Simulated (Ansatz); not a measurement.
Crystal: Y2Ge3.

```
CELL_PARAMETERS angstrom
4.39243 0.00000 0.00000
-2.19621 3.80395 0.00000
0.00000 0.00000 7.10729
ATOMIC_POSITIONS crystal
Y 0.00000 0.00000 0.27007
Y 0.00000 0.00000 0.72993
Ge 0.66667 0.33333 0.00000
Ge 0.66667 0.33333 0.50000
Ge 0.33333 0.66667 0.00000
```

The cell comes from a database or a generator and needn't be the stable form of this composition.

Base run:

```yaml
Program: Ansatz 0.2.0
Functional: r2SCAN
Potentials_or_basis: Ansatz PAW
Cutoff: "500 eV (not typed: the program's choice for these potentials)"
k_mesh: 7 × 7 × 4
Occupations: fermi-dirac, width 0.05 eV
Spin: no spin polarisation
Hubbard_terms: Y d U = 8 eV
```

Its results: band gap on the k mesh none (metal or under the smearing width); pressure 10.8 GPa; largest force 0.181 eV/Å.

The run is repeated on the same cell with these changes: hubbard terms from Y d U = 8 eV to Y d U = 5 eV. What comes out?

Band gap on the k mesh none (metal or under the smearing width); pressure 6.4 GPa; largest force 0.045 eV/Å.

Caveats: U without spin polarisation on a metal has little footing; the PAW data sets come from PBE, with cores solved anew for the run's functional, which leaves a small shift of forces and pressure; the U is typed as a test and isn't derived for this compound; the density of states is complete only up to the lowest level of the last band computed.
